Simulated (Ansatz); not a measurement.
Working through a check of forces and pressure against finite differences of MgPd (distorted cell)

Computed with Ansatz's Python interface.

Interactive session:
```pycon
>>> import ansatz as az
>>> import numpy as np
>>> XC = 'lda'
>>> ECUT = 540
>>> KGRID = (6, 6, 6)
>>> SCF_TOL = 1e-09
>>> VECTORS = np.array([
...     [3.16, 0.0, 0.0],
...     [0.0, 3.16, 0.0],
...     [0.0, 0.0, 3.16],
... ])
>>> SITES = [
...     ('Mg', (0.03012, 0.07607, 0.00692)),
...     ('Pd', (0.49011, 0.53034, 0.49262)),
... ]
>>> def crystal_on(cell):
...     crystal = az.Crystal(lattice=az.Lattice.of(cell))
...     for symbol, position in SITES:
...         crystal = crystal.atom(symbol, position)
...     return crystal
...
>>> def solve(crystal):
...     return (
...         crystal.calculation()
...         .functional(XC)
...         .occupations(az.OccupationsMethod.FERMI_DIRAC)
...         .basis(ECUT, xc_grid=2)
...         .kpoints(*KGRID)
...         .scf(tolerance=SCF_TOL)
...         .forces()
...         .stress()
...         .run(threads=1)
...     ).report
...
>>> centre = solve(crystal_on(VECTORS))
DeckWarning: output.stress: scf.convergence.dr2_threshold = 1e-9 eV is looser than the 2e-10 eV advised for a printed stress (1e-10 eV for each atom of the cell: 2). What an SCF threshold leaves in a stress goes as its square root, and in the free energy as the threshold itself, and one threshold admits the most on a small cell: of the crystals measured, under no hybrid functional and no lock of [...]
>>> start = crystal_on(VECTORS)
>>> # central difference: F = -(E(+h) - E(-h)) / 2h
>>> print(f'force on atom 1 along x: analytic {centre["forces_ev_ang"][1][0]:.4f} eV/A')
force on atom 1 along x: analytic 0.5191 eV/A
>>> for h in (0.004, 0.016):
...     shift = np.eye(3)[0] * h @ np.linalg.inv(VECTORS)
...     plus, minus = (solve(start.move(1, to=np.array(SITES[1][1]) + sign * shift))['lagrangian_ev'] for sign in (1, -1))
...     print(f'  step {h} A: numerical {-(plus - minus) / (2 * h):.4f} eV/A')
...
  step 0.004 A: numerical 0.5191 eV/A
  step 0.016 A: numerical 0.5191 eV/A
>>> # P = -dF/dV; the difference feels the change of the plane-wave count with the cell
>>> volume = abs(np.linalg.det(VECTORS))
>>> larger, smaller = (solve(crystal_on(VECTORS * (1 + sign * 0.005) ** (1 / 3)))['lagrangian_ev'] for sign in (1, -1))
>>> numerical = -(larger - smaller) / (0.01 * volume) * 160.21766
>>> print(f'pressure: analytic {np.trace(centre["stress_gpa"]) / 3:.3f}, numerical {numerical:.3f} GPa')
pressure: analytic -3.758, numerical -3.757 GPa
```

What to keep in mind:
- The mesh is modest for a metal, so energies can be off by several to tens of meV an atom and pressures by half a GPa or more; differences at equal mesh fare better.
- Pressure is positive in compression.
- The cell is a database structure, distorted on purpose.
- Warnings are shown shortened and without file and line.
- The central difference errs as the square of the step, so the shorter step is the fairer test; what remains comes from the finite grid and the SCF threshold.
- The whole script took 48 s on 1 thread of Arm Neoverse V1, on a shared host, peak memory 0.44 GiB.
